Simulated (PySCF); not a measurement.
# BrGeH5OSi: the cost of one run

Computed with PySCF 2.14.0, with density-fitted response routines of our own, on a single molecule in the gas phase. Atoms are numbered from 0 throughout.

**1. Starting geometry**

9 atoms, charge 0, multiplicity 1; geometry from: GFN2-xTB. The atoms were then displaced at random by about 0.01 Å, so the start is not that level's minimum.

Bonds of the start (Å): Si0–O1 1.62, O1–Ge2 1.70, Ge2–Br3 2.27, Si0–H4 1.49, Si0–H5 1.46, Si0–H6 1.45, Ge2–H7 1.52, Ge2–H8 1.53.

**2. Optimising the geometry at PBE0-D3(BJ)/def2-SVP**

The job: settings as JSON, then the geometry in Å.

```
{"job": {"xc": "PBE0", "basis": "def2-SVP", "d3": "d3bj", "grid": 1, "shake": 0.01, "kind": "geom"}, "charge": 0, "multiplicity": 1}
Si    -1.610480    -0.158580    -0.197350
O     -0.165030     0.123260     0.466170
Ge     1.525220     0.270860     0.343020
Br     2.300330    -1.256890    -1.145440
H     -2.064780     1.145110    -0.761470
H     -2.412840    -0.580920     0.943060
H     -1.484910    -1.147300    -1.247410
H      1.901550     1.653180    -0.172730
H      2.068750    -0.065870     1.738430
```

The run is started by

```bash
> OMP_NUM_THREADS=1 python probes_run.py task.json out
```

The driver reads the jobs from task.json and runs them one after another.

**Question.** How long does this first job take on 1 thread of Arm Neoverse N1, shared host, and how much memory does it need?

About 2.3 min, with a peak of 0.51 GiB.
